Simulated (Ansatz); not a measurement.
# CH4BFOS: how energies converge with the basis set

One table from this session's results is given with a row withheld; the runs are named, their logs left out.

Method: one geometry, several basis sets; program: Ansatz 0.2.0, Gaussian basis.

The runs, in order: PBE0-D4/def2-SVP; ωB97M-V/def2-SVP; PBE0-D4/def2-QZVPP; ωB97M-V/def2-QZVPP; the functionals' def2-TZVPP values are taken from earlier runs.

### The geometry

All runs share one geometry, relaxed beforehand with PBE0-D4 in a triple-zeta def2 set.

SMILES `CSB(O)F`, 9 atoms, charge 0, spin multiplicity 1.

Atoms are counted from 1 here; the program's logs count them from 0.

Bond lengths: C1–S2 1.810 Å, C1–H6 1.089 Å, C1–H7 1.088 Å, C1–H8 1.088 Å, S2–B3 1.799 Å, B3–O4 1.354 Å, B3–F5 1.336 Å, O4–H9 0.962 Å. Angles: S2–C1–H6 106.7°, S2–C1–H7 110.7°, S2–C1–H8 110.7°, H6–C1–H7 109.4°, H6–C1–H8 109.5°, H7–C1–H8 109.7°, C1–S2–B3 101.1°, S2–B3–O4 122.0°, S2–B3–F5 117.9°, O4–B3–F5 120.1°, B3–O4–H9 112.6°.

The first run:

Contents of in.yaml:

```yaml
crystal:
  periodic: [false, false, false]
  atoms:
    - {symbol: C, position_ang: [1.160319, -0.244121, 0.939736]}
    - {symbol: S, position_ang: [1.023711, 0.764256, -0.557192]}
    - {symbol: B, position_ang: [-0.686575, 0.459686, -1.024231]}
    - {symbol: O, position_ang: [-1.494372, -0.351923, -0.301485]}
    - {symbol: F, position_ang: [-1.151304, 1.063637, -2.121848]}
    - {symbol: H, position_ang: [2.181166, -0.129715, 1.301733]}
    - {symbol: H, position_ang: [0.464798, 0.101611, 1.701849]}
    - {symbol: H, position_ang: [0.970211, -1.292081, 0.716863]}
    - {symbol: H, position_ang: [-2.379353, -0.417751, -0.672624]}
basis:
  gaussian: {orbitals: def2-SVP}
hamiltonian: {xc: pbe0, dispersion: d4}
output: {orbitals: {seedname: orbitals}}
```

Among the steps run: PBE0-D4 in def2-SVP; ωB97M-V in def2-SVP; PBE0-D4 in def2-QZVPP; ωB97M-V in def2-QZVPP.

One of the session's tables, all rows but one given; the rest of the session is left out.

It belongs to the step «Functionals by basis». 

| functional | basis | HOMO (eV) | LUMO (eV) |
| --- | --- | --- | --- |
| PBE0-D4 | def2-SVP | -7.09 | 1.17 |
| PBE0-D4 | def2-TZVPP | -7.25 | 0.51 |
| PBE0-D4 | def2-QZVPP | ? | ? |
| ωB97M-V | def2-SVP | -9.24 | 3.00 |
| ωB97M-V | def2-TZVPP | -9.43 | 1.94 |
| ωB97M-V | def2-QZVPP | -9.46 | 1.45 |

**Question.** Estimate the row for PBE0-D4, def2-QZVPP.

The run gave: HOMO (eV): -7.28; LUMO (eV): 0.22. In the column «HOMO (eV)» it lies between ωB97M-V, def2-SVP (-9.24) and PBE0-D4, def2-TZVPP (-7.25).
